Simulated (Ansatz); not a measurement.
La3Ga, space group Pm-3m, a supercell folding check

Computed with Ansatz 0.2.0, Python API.

Typed at the interpreter:
```pycon
>>> import ansatz as az
>>> import pandas as pd
>>> from pymatgen.core import Lattice, Structure
>>> from pymatgen.io.ase import AseAtomsAdaptor
>>> BETA = 0.5
>>> TOLERANCE = 1e-05
>>> ECUT = 300
>>> XC = 'r2scan'
>>> DISPERSION = 'd3bjatm'
>>> FILLING = 'fermi_dirac'
>>> pmg_structure = Structure(
...     Lattice([(4.93068257, 0.0, 0.0), (0.0, 4.93068257, 0.0), (0.0, 0.0, 4.93068257)]),
...     ['La', 'La', 'La', 'Ga'],
...     [
...         (0.0, 0.5, 0.5),
...         (0.5, 0.5, 0.0),
...         (0.5, 0.0, 0.5),
...         (0.0, 0.0, 0.0),
...     ],
... )
>>> system = az.Crystal.from_ase(AseAtomsAdaptor.get_atoms(pmg_structure))
>>> # the mesh shrinks as the cell grows, so that all cells sample the same points
>>> mesh = (4, 4, 4)
>>> rows = []
>>> for repeats in [(1, 1, 1), (1, 1, 2)]:
...     setup = (
...         system.supercell(*repeats).calculation()
...         .mixing('anderson', beta=BETA)
...         .scf(tolerance=TOLERANCE)
...         .basis(ECUT, xc_grid=2)
...         .functional(XC, dispersion=DISPERSION)
...         .occupations(FILLING)
...         .kpoints(*(k // n for k, n in zip(mesh, repeats)))
...     )
...     r = setup.run(threads=1, backend='cpu').report
...     n = len(r['lattice']['sites'])
...     rows.append((repeats, n, r['free_energy_ev'] / n, r['fermi_energy_ev'], r['n_kpoints'], r['n_symmetry_ops']))
...
DeckWarning: basis.ecutwfc = 300 eV is below the records' recommended 500 eV, and the density's cutoff is lower with it unless basis.ecutrho_ratio is high enough to keep the records' density cutoff: compare with a run at a higher cutoff
>>> print(pd.DataFrame(rows, columns=['repeats', 'atoms', 'F/atom eV', 'Fermi level eV', 'k-points', 'symmetry operations']).round(4).to_string(index=False))
  repeats  atoms  F/atom eV  Fermi level eV  k-points  symmetry operations
(1, 1, 1)      4 -5646.4957         11.8134        10                   48
(1, 1, 2)      8 -5646.4957         11.8134        12                   32
```

Caveats:
- The settings weren't tested for convergence.
- The cutoff lies under the one recommended for these potentials.
- Dispersion corrections can be off by several per cent in the lattices of metals, and by several GPa in the pressure at a fixed cell.
- For a metal this k-point mesh is coarse: on a finer one energies can move by several to tens of meV an atom and pressures by half a GPa or more, differences at one mesh by less.
- This cell is a computed structure, which may not be the phase found in nature.
- Warnings are shown shortened and without file and line.
- The count of operations in a supercell holds its pure translations too, and an uneven repeat can lower the point group.
- Timing: 17 s on 1 thread of Intel(R) Xeon(R) Platinum 8259CL CPU @ 2.50GHz (Skylake/Cascade Lake) (shared host), peak memory 0.66 GiB.
